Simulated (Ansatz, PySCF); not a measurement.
Pt2 in two programs

Pt2 (triplet), relaxed with PySCF 2.14.0, UKS PBE, Pt def2-SVP with ECP60; non-relativistic Hamiltonian with scalar-relativistic core potentials where named; density fitting; no spin-orbit coupling:

```xyz
2

Pt    0.0000    0.0000    1.1776
Pt    0.0000    0.0000   -1.1776
```

There the HOMO–LUMO gap over both spins is 0.32 eV. 

The same geometry by Ansatz 0.2.0 (PBE, PAW, a periodic box with 9 Å of vacuum; gaps over both spins; site moments in spheres, but by Gaussian weights under spin-orbit coupling, so that the two can't be compared; unpaired electrons at the start: 2, along z under spin-orbit coupling; the open shells may stand above their lowest state):

| spin-orbit coupling | gap (eV) | spin moment on Pt1 (μB) | largest force component (eV/Å) |
| --- | --- | --- | --- |
| without | 0.34 | 0.82 | 0.63 |

(1) What does the run with spin-orbit coupling give?

The spin-orbit runs use fully relativistic datasets of their own, so changes of a few hundredths of an eV needn't come from the coupling.

Answers

(1) gap (eV): 0.07, spin moment on Pt1 (μB): 0.73, largest force component (eV/Å): 0.28. It took 41 s on 2 threads of Arm Neoverse V1, on a shared host, peak memory 1.3 GiB.
